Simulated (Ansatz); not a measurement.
**C₂H₄F radical (built from SMILES C=CF.[H]): a barrier at many levels of theory**

How high is the barrier of this step (C1–H4 formed), and how far do cheaper methods land from CCSD(T)?

Method: single points in def2-TZVPP on PBE0-D4/def2-TZVP structures; program: Ansatz 0.2.0, Gaussian basis.

Levels: SPW92, PBE-D4, BLYP-D4, r2SCAN-D4, B97M-V, PBE0-D4, B3LYP-D4, r2SCAN0-D4, BHLYP-D4, CAM-B3LYP-D4, wB97X-V, wB97M-V, B2PLYP, PBE-QIDH, RPA on PBE, Hartree-Fock, MP2, CCSD, CCSD(T). The reference is CCSD(T) at the basis limit, from triple and quadruple zeta. Zero-point energies come from PBE0-D4 vibrations.

Cores are frozen in the correlated methods. Orbitals are unrestricted. B3LYP uses VWN-RPA correlation. B2PLYP carries no dispersion term here.

40 further runs of the same task are left out: 40 set aside as unsound or not needed.

### 1 Start, saddle and end, as given

Charge 0, multiplicity 2. The folders r, ts and p hold the start, the saddle and the end; their coordinates stand in the first inputs.

| pair | r (Å) | ts (Å) | p (Å) |
| --- | --- | --- | --- |
| C1–H4 | 3.385 | 2.146 | 1.100 |

### 2 SPW92/def2-TZVPP

The input, r/in.yaml:

```yaml
crystal:
  periodic: [false, false, false]
  atoms:
    - {symbol: C, position_ang: [0.259548, -0.498135, 0.290443]}
    - {symbol: C, position_ang: [0.055049, -0.186670, -0.972277]}
    - {symbol: F, position_ang: [0.898121, 0.585870, -1.663506]}
    - {symbol: H, position_ang: [-1.096532, 1.873475, 2.288764]}
    - {symbol: H, position_ang: [-0.455677, -1.126944, 0.801775]}
    - {symbol: H, position_ang: [1.126722, -0.139028, 0.829183]}
    - {symbol: H, position_ang: [-0.787330, -0.508568, -1.574482]}
basis:
  gaussian: {orbitals: def2-TZVPP}
magnetization: {spin_polarized: true, initial_magnetization: 1}
hamiltonian: {xc: lda}
```

The input, ts/in.yaml:

```yaml
crystal:
  periodic: [false, false, false]
  atoms:
    - {symbol: C, position_ang: [0.184513, -0.364282, 0.430077]}
    - {symbol: C, position_ang: [-0.005435, -0.083664, -0.850604]}
    - {symbol: F, position_ang: [0.844446, 0.677941, -1.540347]}
    - {symbol: H, position_ang: [-0.738482, 1.234689, 1.524909]}
    - {symbol: H, position_ang: [-0.511946, -1.018264, 0.935350]}
    - {symbol: H, position_ang: [1.079346, -0.046795, 0.949054]}
    - {symbol: H, position_ang: [-0.852542, -0.399626, -1.448540]}
basis:
  gaussian: {orbitals: def2-TZVPP}
magnetization: {spin_polarized: true, initial_magnetization: 1}
hamiltonian: {xc: lda}
```

The input, p/in.yaml:

```yaml
crystal:
  periodic: [false, false, false]
  atoms:
    - {symbol: C, position_ang: [0.021860, -0.078994, 0.634100]}
    - {symbol: C, position_ang: [0.005175, -0.110534, -0.836445]}
    - {symbol: F, position_ang: [0.745122, 0.829329, -1.447151]}
    - {symbol: H, position_ang: [-0.432259, 0.840209, 1.032953]}
    - {symbol: H, position_ang: [-0.537469, -0.928782, 1.028870]}
    - {symbol: H, position_ang: [1.045573, -0.128754, 1.016399]}
    - {symbol: H, position_ang: [-0.848102, -0.422474, -1.428826]}
basis:
  gaussian: {orbitals: def2-TZVPP}
magnetization: {spin_polarized: true, initial_magnetization: 1}
hamiltonian: {xc: lda}
```

Each run has its own folder and the same command.

Started as:

```console
> ansatz run in.yaml --threads 2 --pin off --events-out ev --progress --plain --max-ram 4352MiB
```

The runs that follow: PBE-D4/def2-TZVPP; BLYP-D4/def2-TZVPP; r2SCAN-D4/def2-TZVPP; B97M-V/def2-TZVPP; PBE0-D4/def2-TZVPP; B3LYP-D4/def2-TZVPP; r2SCAN0-D4/def2-TZVPP; BHLYP-D4/def2-TZVPP; CAM-B3LYP-D4/def2-TZVPP; wB97X-V/def2-TZVPP; wB97M-V/def2-TZVPP; B2PLYP/def2-TZVPP; PBE-QIDH/def2-TZVPP; RPA on PBE/def2-TZVPP; CCSD(T)/def2-TZVPP; MP2/def2-QZVPP; Vibrations of the start structure; Vibrations of the end structure.

Before running it: what results should come out? Wanted: barrier, CCSD(T)/CBS; reverse barrier, CCSD(T)/CBS; step energy, CCSD(T)/CBS; barrier with zero-point energy; step energy with zero-point energy; imaginary mode at the saddle; largest T1 diagnostic.

The runs gave:

| quantity | value |
| --- | --- |
| barrier, CCSD(T)/CBS | 0.094 eV |
| reverse barrier, CCSD(T)/CBS | 1.871 eV |
| step energy, CCSD(T)/CBS | -1.777 eV |
| barrier with zero-point energy | 0.114 eV |
| step energy with zero-point energy | -1.530 eV |
| imaginary mode at the saddle | 468i cm⁻¹ |
| largest T1 diagnostic | 0.029 |

What this shows: The functionals run from wB97X-V, off by +0.010 eV, to SPW92, off by -0.241 eV, against CCSD(T)/CBS. By rung, the mean size of the error is: LDA 0.241, GGA 0.110, meta-GGA 0.093, hybrid 0.091, range-separated hybrid 0.034, double hybrid 0.020 eV. PBE-D4 gives a barrier 0.085 eV too low, outside chemical accuracy (1 kcal/mol, 0.043 eV). Every functional without exact exchange puts the forward barrier too low. The barrier rises with the share of exact exchange, from BLYP-D4 through B3LYP-D4 to BHLYP-D4 (-0.135, -0.100, -0.063 eV). Hartree-Fock, with no correlation, is off by +0.074 eV, small by cancelling errors. Zero-point motion raises the barrier by 0.020 eV. The unrestricted reference is spin-contaminated, which hurts MP2 most.
